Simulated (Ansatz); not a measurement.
A nudged elastic band was laid between two geometries of a periodic cell of 17 atoms, TiSi₁₆ (host Si, host structure diamond, interstitial Ti).

All numbers below come from DFT PBE, scalar-relativistic, plane waves, PAW (Ansatz 0.2.0). Settings: PAW set soft_1, cutoff 420 eV, k mesh 2x2x2, fermi-dirac smearing 0.02 eV, no spin polarisation.

* movable images: 3
* climbing image: yes
* spring: 2.0 to 10.0 eV/Å², energy-weighted
* optimiser: lbfgs
* start path: IDPP
* force threshold: 0.03 eV/Å
* iteration limit: 80
* end points: relaxed

Initial state:

```xyz
17
Lattice="0.0000 5.4300 5.4300 5.4300 0.0000 5.4300 5.4300 5.4300 0.0000" Properties=species:S:1:pos:R:3
Si 0.049 -0.045 -0.042
Si 1.396 1.357 1.359
Si 2.702 2.731 -0.012
Si 4.076 4.038 1.361
Si 2.703 -0.015 2.734
Si 4.077 1.358 4.041
Si 5.450 2.732 2.735
Si 6.791 4.074 4.077
Si 0.046 2.759 2.761
Si 1.359 4.070 4.074
Si 2.672 5.385 2.764
Si 4.074 6.787 4.111
Si 2.674 2.761 5.389
Si 4.075 4.109 6.790
Si 5.449 5.415 5.418
Si 6.755 6.788 6.792
Ti 9.505 6.786 6.790
```

Final state:

```xyz
17
Lattice="0.0000 5.4300 5.4300 5.4300 0.0000 5.4300 5.4300 5.4300 0.0000" Properties=species:S:1:pos:R:3
Si -0.007 0.003 0.003
Si 1.335 1.345 1.343
Si 2.709 2.716 0.037
Si 4.081 4.091 1.343
Si 2.710 0.039 2.714
Si 4.081 1.344 4.090
Si 5.387 2.716 2.715
Si 6.739 4.117 4.116
Si 0.028 2.719 2.716
Si 1.334 4.092 4.091
Si 2.707 5.397 2.716
Si 4.110 6.745 4.119
Si 2.708 2.718 5.396
Si 4.111 4.122 6.743
Si 5.426 5.431 5.426
Si 6.735 6.744 6.743
Ti 8.140 8.147 8.144
```

What changes between the two ends?

Contacts lost: Si1–Ti17, Si2–Ti17, Si4–Ti17, Si6–Ti17. Contacts made: Si3–Ti17, Si5–Ti17, Si7–Ti17, Si8–Ti17. The atom that moves furthest is Ti17, by 2.36 Å; four of its nearest neighbours are Si9 2.43, Si13 2.43, Si11 2.43, Si1 2.43 Å at the first end and Si8 2.43, Si12 2.43, Si16 2.43, Si14 2.43 Å at the last.

What energy profile does the band end with?

It converged. The highest image is number 2 of 0 to 4, 1.71 eV above the ends, which have the same energy within 2 meV. By the program's own check the climbing image is a first-order saddle point (lowest curvatures found: -4.10 and 0.18 eV/Å²). Limits of this set-up: coarse k mesh, a small cell, in which the defect meets its images.

```tsv
image	path coordinate (Å)	energy (eV)	Si1–Ti17 (Å)	Si2–Ti17 (Å)	Si4–Ti17 (Å)
0	0.00	0.00	2.43	2.75	2.75
1	0.92	0.93	2.67	3.09	3.09
2	1.50	1.71	3.22	3.51	3.51
3	2.08	0.94	3.84	3.97	3.97
4	2.99	0.00	4.70	4.50	4.50
```

What is the geometry of the highest image?


```xyz
17
Lattice="0.0000 5.4300 5.4300 5.4300 0.0000 5.4300 5.4300 5.4300 0.0000" Properties=species:S:1:pos:R:3
Si -0.177 0.178 0.174
Si 1.365 1.423 1.420
Si 2.776 2.655 0.009
Si 4.007 4.066 1.420
Si 2.775 0.013 2.652
Si 4.008 1.423 4.063
Si 5.418 2.656 2.652
Si 6.960 3.901 3.898
Si 0.129 2.815 2.819
Si 1.184 4.244 4.249
Si 2.613 5.299 2.819
Si 4.172 6.687 4.207
Si 2.613 2.816 5.304
Si 4.172 4.202 6.690
Si 5.601 5.258 5.262
Si 6.656 6.687 6.691
Ti 8.822 7.466 7.470
```

The band took 52 iterations and of the order of 21 core-minutes.

Run time: 21 min on 1 thread of Arm Neoverse V1 (shared host), peak memory 0.8 GiB.
